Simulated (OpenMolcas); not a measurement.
# Ni²⁺ among point charges: CASSCF and CASPT2 levels and susceptibility

How does a field of 2 point charges split the states of Ni²⁺, and what χT follows?

Program: OpenMolcas 26.06. Level of theory: state-averaged CASSCF and CASPT2, spin-orbit coupling by RASSI with atomic mean-field integrals. These are calculated values, not measurements, unless marked.

### Step 1. The atom as given

| Item | Value |
| --- | --- |
| Species | Ni²⁺ (nickel, Z = 28, 26 electrons) |
| Basis | ANO-RCC-VDZP [5s4p2d1f], 34 functions |
| Scalar Hamiltonian | DKH2, point nucleus |
| Inactive shells | 1s 2s 2p 3s 3p |
| Active space | 8 electrons in 5 orbitals (3d) |
| Some configurations of this space | 3d⁸ |
| Orbitals | optimised for each spin and parity, averaged over all roots |

The outer shells:

3d8
```
3d [↑↓][↑↓][↑↓][↑ ][↑ ]
```

The ion sits among 2 point charges of -1 e arranged as a linear pair (D∞h), 1.81 Å from the ion.

The work runs as a chain of OpenMolcas steps in one folder; each step below is one input file. Labels, J, g values, rates, χT and fits are worked out afterwards by a script from the matrices that RASSI stores. The input lists half of the charges; inversion (Group=XYZ) makes the rest.

### Step 2. Basis and integrals

Input file a.inp:

```
&GATEWAY
Coord
1

Ni 0.0 0.0 0.0
Basis=ANO-RCC-VDZP
Group=XYZ
NoMove
AngMom=0.0 0.0 0.0
AMFI
XField
1 Angstrom 0
0.000000 0.000000 1.810000 -1.000000
&SEWARD
```

Launch:

```console
$ OMP_NUM_THREADS=1 MOLCAS_MEM=1689 MOLCAS_PROJECT=a pymolcas a.inp > a.log
```

### Step 3. CASSCF: triplets of even parity, 10 roots

Input file a.inp:

```
&RASSCF
FileOrb=start.orb
Symmetry=1
Spin=3
nActEl=8 0 0
Inactive=3 6
Ras2=5 0
CIRoot=10 10 1
SDav=10
CIMx=300
Iter=120 100
PrWF=0.3
OrbListing=Nothing
MaxOrb=0
>>> COPY $Project.JobIph JOB001
```

start.orb holds the contracted functions of the basis, ordered by shell, or the orbitals of the step before.

### Step 4. CASSCF: singlets of even parity, 15 roots

Input file a.inp:

```
&RASSCF
FileOrb=start.orb
Symmetry=1
Spin=1
nActEl=8 0 0
Inactive=3 6
Ras2=5 0
CIRoot=15 15 1
SDav=15
CIMx=300
Iter=120 100
PrWF=0.3
OrbListing=Nothing
MaxOrb=0
>>> COPY $Project.JobIph JOB002
```

### Step 5. State interaction with spin-orbit coupling

Input file a.inp:

```
&RASSI
NrOfJobIphs=2 10 15
1 2 3 4 5 6 7 8 9 10
1 2 3 4 5 6 7 8 9 10 11 12 13 14 15
IphNames
JOB001
JOB002
EJob
SpinOrbit
DIPRint=1.0
SOCoupling=1000.0
Subsets=2
Property=9
'ANGMOM' 1 'ANGMOM' 2 'ANGMOM' 3 'MLTPL  1' 1 'MLTPL  1' 2 'MLTPL  1' 3
'AMFI' 1 'AMFI' 2 'AMFI' 3
SOProperty=3
'ANGMOM' 1 'ANGMOM' 2 'ANGMOM' 3
```

### Step 6. CASPT2: IPEA 0.25, imaginary shift 0.1 (closed shells correlated: 3s 3p)

Input file a.inp:

```
>>> COPY JOB001 $Project.JobIph
&CASPT2
Multistate=10 1 2 3 4 5 6 7 8 9 10
NoMult
Frozen=2 3
IPEA=0.25
Imaginary=0.1
MaxIter=60
WThr=0.0 0.3 0.05
PrWF=0.5
NoMix
>>> COPY JOB002 $Project.JobIph
&CASPT2
Multistate=15 1 2 3 4 5 6 7 8 9 10 11 12 13 14 15
NoMult
Frozen=2 3
IPEA=0.25
Imaginary=0.1
MaxIter=60
WThr=0.0 0.3 0.05
PrWF=0.5
NoMix
```

(Steps that only read results are left out.)

**Question.** What will these runs give? Wanted: spin-free ground state; first state of the same spin within the active space; lowest level; next level.

As calculated:

```
                                            quantity                                                                        value
                                              method  SS-CASPT2, IPEA 0.25, imaginary shift 0.1 (closed shells correlated: 3s 3p)
                              spin-free ground state                                              3Pi, 2-fold in its orbital part
first state of the same spin within the active space                                                           3Sigma at 724 cm⁻¹
                                        lowest level                                                                       1-fold
                                          next level                                                                    16.5 cm⁻¹
                                         χT at 300 K                                                               3.22 cm³ K/mol
                           effective moment at 300 K                                                                      5.08 μB
```

Cost by method:

```
                                              method  time of its own steps  time with the reference
                                           A. CASSCF                  4.3 s                    4.3 s
B. SS-CASPT2, IPEA 0.25, imaginary shift 0.1, +3s 3p                  1.4 s                    5.7 s
```

Times are of one thread on a shared host.

**Reading.** The spin-free ground state (3Pi) comes to 96 % from free-ion F terms and keeps the highest spin of the shell. χT at 300 K is 3.22, against 1.00 cm³ K/mol for the spin alone, so orbital moment adds to it. The field of point charges can differ much from that of real complexes. Point charges carry no covalency, so the field is a model and not that of real ligands.
